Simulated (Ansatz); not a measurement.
**AlAsH4 + HF: a complex and its separated parts**

Aim: how far the complex at one end of a reaction step lies below its separated, relaxed parts, level by level.

Method: PBE0-D4/def2-TZVP structures, single points in def2-TZVPP, no counterpoise correction; program: Ansatz 0.2.0, Gaussian basis.

Levels: SPW92, PBE-D4, BLYP-D4, r2SCAN-D4, B97M-V, PBE0-D4, B3LYP-D4, r2SCAN0-D4, BHLYP-D4, CAM-B3LYP-D4, wB97X-V, wB97M-V, B2PLYP, PBE-QIDH, RPA on PBE, Hartree-Fock, MP2, CCSD, CCSD(T).

Cores are frozen in the correlated methods. Filled d shells of the heavier atoms are correlated. B3LYP uses VWN-RPA correlation. B2PLYP carries no dispersion term here.

21 further runs of the same task are left out: 21 set aside as unsound or not needed.

## (1) The system as given

The complex: 8 atoms, charge 0, spin multiplicity 1.

Atoms are counted from 1 here; the program's logs count them from 0.

Bond lengths: Al1–F2 2.110 Å, Al1–H3 1.583 Å, Al1–H4 1.583 Å, Al1–As6 2.473 Å, F2–H5 0.947 Å, As6–H7 1.510 Å, As6–H8 1.510 Å. Angles: F2–Al1–H3 99.6°, F2–Al1–H4 99.6°, F2–Al1–As6 83.0°, H3–Al1–H4 123.4°, H3–Al1–As6 117.5°, H4–Al1–As6 117.5°, Al1–F2–H5 95.9°, Al1–As6–H7 98.2°, Al1–As6–H8 98.2°, H7–As6–H8 96.8°.

Geometry (Å):

```
Al    0.2889    0.0827   -0.9631
F    -1.6039   -0.8409   -0.8414
H     1.1201   -1.1035   -1.6027
H    -0.1077    1.3947   -1.7557
H    -1.6655   -0.8118    0.1032
As    0.0842    0.1335    1.5014
H     0.4439    1.5846    1.7172
H     1.4399   -0.4394    1.8412
```

Its parts: AlAsH4 holds atoms 1, 3, 4, 6, 7, 8; HF holds atoms 2, 5. Each part counts its atoms afresh in its own runs.

## (2) Relaxing AlAsH4 alone

Input file relax-a/in.yaml:

```yaml
crystal:
  periodic: [false, false, false]
  atoms:
    - {symbol: Al, position_ang: [0.288900, 0.082652, -0.963083]}
    - {symbol: H, position_ang: [1.120108, -1.103453, -1.602721]}
    - {symbol: H, position_ang: [-0.107679, 1.394661, -1.755661]}
    - {symbol: As, position_ang: [0.084232, 0.133474, 1.501352]}
    - {symbol: H, position_ang: [0.443856, 1.584570, 1.717190]}
    - {symbol: H, position_ang: [1.439921, -0.439395, 1.841195]}
basis:
  gaussian: {orbitals: def2-TZVP}
hamiltonian: {xc: pbe0, dispersion: d4}
relax: {f_tol: 0.005, max_steps: 200}
```

No record of the launch command was kept for these runs.

Further steps of the session: Relaxing HF alone; wB97M-V/def2-TZVPP; CCSD(T)/def2-TZVPP; Vibrations of AlAsH4; Vibrations of HF.

Q: Predict the outcome of this session. Wanted: complex less parts, CCSD(T)/def2-TZVPP; with zero-point energy; largest T1 diagnostic.

**Answer**, as computed:

```
                              quantity         value
complex less parts, CCSD(T)/def2-TZVPP  -40.8 kJ/mol
                with zero-point energy  -31.9 kJ/mol
                 largest T1 diagnostic         0.011
```

**Reading.** At CCSD(T) the complex lies 40.8 kJ/mol below its parts. The functionals run from BLYP-D4, off by +0.3 kJ/mol, to SPW92, off by -32.7 kJ/mol, against CCSD(T). Mean unsigned error by rung: LDA 32.7, GGA 4.0, meta-GGA 8.1, hybrid 4.4, range-separated hybrid 7.1, double hybrid 2.8 kJ/mol. PBE-D4 gives a relative energy 7.6 kJ/mol too low, outside chemical accuracy (1 kcal/mol, 4.2 kJ/mol). No counterpoise was applied, and triple zeta lacks some correlation, so the CCSD(T) reference has a basis error of its own, and close matches with it are partly luck.
